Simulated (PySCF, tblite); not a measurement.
**C₄H₁₀NPS: geometry, infrared bands and NMR shifts**

What infrared bands and NMR shifts should C₄H₁₀NPS (`NP1CCSCC1`) show?

Computed with tblite 0.8.0 and PySCF 2.14.0, with density-fitted response routines of our own, on a single molecule in the gas phase. Atoms count from 0, in the outputs and in this text.

**1. Starting geometry**

17 atoms, charge 0, multiplicity 1; geometry from: force field or distance geometry start.

Bonds of the start (Å): N0–P1 1.71, P1–C2 1.84, C2–C3 1.54, C3–S4 1.82, S4–C5 1.82, C5–C6 1.53, C6–P1 1.85, N0–H7 1.02, N0–H8 1.02, C2–H9 1.10, C2–H10 1.10, C3–H11 1.10, C3–H12 1.11, C5–H13 1.09, C5–H14 1.10, C6–H15 1.10, C6–H16 1.09.

**2. Optimising the geometry with GFN2-xTB**

What the job is given:

```
{"job": {"kind": "relax", "xc": "GFN2-xTB", "basis": "xTB"}, "charge": 0, "multiplicity": 1}
N      1.921600    -1.569000     0.466900
P      0.639400    -0.558700     0.974900
C     -0.725800    -1.260400    -0.040800
C     -1.942700    -0.313100    -0.089000
S     -1.633600     1.213100    -1.022200
C     -0.229800     1.886400    -0.074700
C      0.980200     0.950000    -0.041800
H      2.813400    -1.315700     0.898600
H      2.072500    -1.572200    -0.539600
H     -1.041700    -2.211600     0.407700
H     -0.397000    -1.476900    -1.065000
H     -2.779800    -0.836000    -0.570000
H     -2.283500    -0.048400     0.936600
H     -0.568900     2.140100     0.932800
H      0.065000     2.833100    -0.554700
H      1.826400     1.473500     0.425000
H      1.277600     0.677800    -1.054600
```

Launch:

```sh
OMP_NUM_THREADS=1 python probes_run.py task.json out
```

One launch serves the whole session: the jobs run in the order shown.

**Question.** This job is followed by: GFN2-xTB harmonic vibrations, gas phase; GIAO PBE0/pcSseg-1 NMR shielding, non-relativistic, gas phase. Predict these results of the whole session: strongest single infrared mode (GFN2-xTB); zero-point energy (GFN2-xTB); ¹³C shifts against TMS (PBE0/pcSseg-1, means over atoms taken as alike); ¹H shifts against TMS (PBE0/pcSseg-1, means over atoms taken as alike); ¹⁵N shifts against NH3 (PBE0/pcSseg-1); ³¹P shifts against H3PO4 (PBE0/pcSseg-1); ³³S shifts against CS2 (PBE0/pcSseg-1).

As calculated:

| quantity | value |
| --- | --- |
| strongest single infrared mode (GFN2-xTB) | 614 cm⁻¹, 170 km/mol |
| zero-point energy (GFN2-xTB) | 85.8 kcal/mol |
| ¹³C shifts against TMS (PBE0/pcSseg-1, means over atoms taken as alike) | 43.9, 34.8 ppm |
| ¹H shifts against TMS (PBE0/pcSseg-1, means over atoms taken as alike) | 2.73, 1.92, 1.03 ppm |
| ¹⁵N shifts against NH3 (PBE0/pcSseg-1) | 37.9 ppm |
| ³¹P shifts against H3PO4 (PBE0/pcSseg-1) | -6.2 ppm |
| ³³S shifts against CS2 (PBE0/pcSseg-1) | 21 ppm |

In words: Over 53 steps the energy fell by 0.110 eV; of the close pairs, C2–C3 changed most, 1.543 to 1.517 Å. All 45 modes are real, so the xTB geometry is a minimum. The strongest single mode, at 614 cm⁻¹, has its largest shares on H8, H7 and N0 (the list is cut at 3 atoms). Unscaled tight-binding wavenumbers are off by several per cent, some by more. Its intensities can rank the bands wrongly. At PBE0/pcSseg-1: The widest tensor belongs to S4: span 238 ppm, with a paramagnetic part of -572 ppm.
